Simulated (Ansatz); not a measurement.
# H3Sb: the cost of one run

Program: Ansatz 0.2.0, Gaussian basis. Level of theory: def2-QZVPP, all electrons in the functionals, frozen cores in the correlation of double hybrids and RPA. These are calculated values, not measurements.

Plan: wB97M-V, B2PLYP, at charge 0, triplet; charge 0, singlet; charge 0, quintet; charge 1, doublet; charge 1, quartet.

10 further runs of the same task are left out: 10 set aside as unsound or not needed. Runs told in other sessions of the task aren't counted.

**1. The system**

The geometry is a PBE0/def2-TZVP stationary point (not a proven minimum). No spin-orbit coupling is included. Elements past krypton take def2 core potentials.

4 atoms, charge 0, spin multiplicity 3.

Atoms are counted from 1 here; the program's logs count them from 0.

Bond lengths: Sb1–H2 1.841 Å, Sb1–H3 1.700 Å, Sb1–H4 1.841 Å. Angles: H2–Sb1–H3 90.9°, H2–Sb1–H4 178.2°, H3–Sb1–H4 90.9°.

Coordinates:

```xyz
4
H3Sb
Sb    0.0000   -0.0133    0.0000
H     0.0000   -0.0423   -1.8410
H     0.0000    1.6869    0.0000
H     0.0000   -0.0423    1.8410
```

No dispersion term is added; wB97M-V holds VV10 nonlocal correlation.

The geometry shown and the zero of energy belong to the point charge 0, triplet. The yardstick, RCCSD(T), and other wave-function levels (R restricted, U unrestricted, valence and pair active spaces) come from earlier runs.

**2. wB97M-V, charge 0, triplet**

File in.yaml:

```yaml
crystal:
  periodic: [false, false, false]
  atoms:
    - {symbol: Sb, position_ang: [0.000000, -0.013265, 0.000000]}
    - {symbol: H, position_ang: [0.000000, -0.042257, -1.840997]}
    - {symbol: H, position_ang: [0.000000, 1.686902, 0.000000]}
    - {symbol: H, position_ang: [0.000000, -0.042257, 1.840997]}
basis:
  gaussian: {orbitals: "def2-QZVPP.json"}
magnetization: {spin_polarized: true, initial_magnetization: 2}
hamiltonian: {xc: {name: wB97M-V}}
output: {orbitals: {seedname: orbitals}}
```

The run is started by

```bash
> ansatz run in.yaml --threads 1 --pin off --events-out ev --progress --plain --max-ram 2393MiB
```

**Question.** How long does this run take on 1 thread of Arm Neoverse N1, shared host, and how much memory does it need?

About 24 s, with a peak of 0.4 GiB.
